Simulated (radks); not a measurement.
# Cr⁺ in [Ne] 3s2 3p4 3d5 4d2: an all-electron calculation

Wanted: eigenvalues, radial structure and energy terms of the chromium ion Cr+.

Method: Dirac Kohn-Sham, PBE, spin-unpolarised, spherical densities, finite nucleus; open shells fill j = l - 1/2 first. Code: radks (a radial shooting solver on a logarithmic mesh, Libxc functionals) version 1.

## Step 1: The system

```
element            : chromium (Z = 24)
charge             : +1
electrons          : 23
configuration      : [Ne] 3s2 3p4 3d5 4d2
nuclear rms radius : 3.6452 fm
```

## Step 2: The calculation

Input:

```text
Z 24
configuration [Ne] 3s2 3p4 3d5 4d2 4s0 4p0
relativity Dirac
functional pbe,pbe
spin unpolarised
j_filling energy
nucleus finite rms 3.6452 fm
c 137.035999084
```

Command:

```sh
$ python run_ks.py task.json out
```

All runs below come from this command, one after another.

**Question.** What will this run give?

The runs gave:

```
                        quantity                   value
                    total energy     -1046.03412 hartree
exchange-correlation share of it                  4.54 %
                            −T/E                  1.0118
          highest occupied level        4d3/2, -5.370 eV
    most extended occupied level  4d3/2, <r> = 4.64 bohr
 radius at density 0.001 e/bohr³               5.44 bohr
    maxima of the radial density                       4
```

What this shows: 4 principal shells are occupied and 4 maxima appear in the radial density. Relativity lifts −T/E to 1.012. This is not the tabulated ground configuration, so its levels and sizes aren't those of the ground state, and no measured value stands beside it.
